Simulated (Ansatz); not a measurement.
# CH7NOSSi: the cost of one run

Computed with Ansatz 0.2.0, Gaussian basis. Level: the settings change from run to run.

## 1. The relaxed structure

An earlier PBE0-D4 in a triple-zeta def2 set relaxation fixed the geometry.

12 atoms, charge 0, spin multiplicity 1.

Atoms are counted from 1 here; the program's logs count them from 0.

Bond lengths: N1–C2 1.443 Å, N1–H6 1.010 Å, N1–H7 1.015 Å, C2–O3 1.416 Å, C2–Si4 1.906 Å, C2–H8 1.101 Å, O3–H9 0.965 Å, Si4–S5 2.139 Å, Si4–H10 1.485 Å, Si4–H11 1.486 Å, S5–H12 1.346 Å. Angles: C2–N1–H6 112.4°, C2–N1–H7 112.0°, H6–N1–H7 109.2°, N1–C2–O3 109.8°, N1–C2–Si4 114.6°, N1–C2–H8 107.1°, O3–C2–Si4 105.1°, O3–C2–H8 110.4°, Si4–C2–H8 109.8°, C2–O3–H9 105.9°, C2–Si4–S5 107.5°, C2–Si4–H10 111.9°, C2–Si4–H11 109.9°, S5–Si4–H10 112.0°, S5–Si4–H11 105.3°, H10–Si4–H11 110.0°, Si4–S5–H12 92.7°.

## 2. wB97X-V/x2c-TZVPPall

The input, in.yaml:

```yaml
crystal:
  periodic: [false, false, false]
  atoms:
    - {symbol: N, position_ang: [-1.187266, -0.036553, 1.074732]}
    - {symbol: C, position_ang: [0.059503, -0.578058, 0.590667]}
    - {symbol: O, position_ang: [1.143769, 0.053943, 1.245762]}
    - {symbol: Si, position_ang: [0.374137, -0.303067, -1.268609]}
    - {symbol: S, position_ang: [0.093858, 1.779329, -1.667122]}
    - {symbol: H, position_ang: [-1.947147, -0.698626, 1.005389]}
    - {symbol: H, position_ang: [-1.443864, 0.818377, 0.592342]}
    - {symbol: H, position_ang: [0.052029, -1.656293, 0.812754]}
    - {symbol: H, position_ang: [0.855875, 0.195260, 2.156026]}
    - {symbol: H, position_ang: [1.722624, -0.772007, -1.677595]}
    - {symbol: H, position_ang: [-0.669131, -0.998636, -2.066829]}
    - {symbol: H, position_ang: [1.022813, 2.141231, -0.763315]}
basis:
  gaussian: {orbitals: x2c-TZVPPall}
hamiltonian: {xc: {name: wB97X-V}}
```

Run with:

```console
$ ansatz run in.yaml --threads 4 --pin off --events-out ev --progress --plain --max-ram 10444MiB
```

What time and memory should one allow on 4 threads of Arm Neoverse V2, shared host?

About 7.5 s, with a peak of 0.78 GiB.
